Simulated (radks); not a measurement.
**Ce¹⁸⁺ in [Ar] 3d10 4s2 4p5.5 4d4 5s0.5: an all-electron calculation**

An exercise on one series of results from a longer session: the logs are not shown, and one member is left open.

Program: radks (a radial shooting solver on a logarithmic mesh, Libxc functionals) version 1. Level of theory: Dirac Kohn-Sham, exchange-only PBE, spin-unpolarised, spherical densities, point nucleus; open shells fill j = l - 1/2 first. These are calculated values, not measurements, unless marked.

### The system

| Property | Result |
| --- | --- |
| element | cerium (Z = 58) |
| charge | +18 |
| electrons | 40 |
| configuration | [Ar] 3d10 4s2 4p5.5 4d4 5s0.5 |

The first run:

Settings of this run:

```text
Z 58
configuration [Ar] 3d10 4s2 4p5.5 4d4 5s0.5
relativity Dirac
functional pbe,
spin unpolarised
j_filling energy
nucleus point
c 137.035999084
```

Launch:

```sh
$ python run_ks.py task.json out
```

All runs below come from this command, one after another.

One of the session's tables, all rows but one given; the rest of the session is left out.

It belongs to the step «Radial structure». From the orbitals of this run (lengths in bohr):

```
level      <r>  outermost maximum (interpolated)  90 % within  nodes
1s1/2  0.02457                            0.0157       0.0443      0
2s1/2   0.1047                            0.0892        0.163      1
2p1/2  0.08790                            0.0680        0.145      0
2p3/2  0.09410                            0.0732        0.153      0
3s1/2   0.2770                             0.254        0.407      2
3p1/2   0.2666                             0.241        0.400      1
3p3/2        ?                                 ?            ?      ?
3d3/2   0.2492                             0.202        0.389      0
3d5/2   0.2529                             0.205        0.394      0
4s1/2   0.6044                             0.577        0.860      3
4p1/2   0.6136                             0.582        0.882      2
4p3/2   0.6344                             0.603        0.910      2
4d3/2   0.6506                             0.607        0.954      1
4d5/2   0.6568                             0.613        0.963      1
5s1/2    1.128                              1.13         1.57      4
```

Estimate the missing values for 3p3/2.

The run gave: <r>: 0.2785; outermost maximum (interpolated): 0.252; 90 % within: 0.417; nodes: 1. In the column «<r>» it lies between 3s1/2 (0.2770) and 4s1/2 (0.6044).
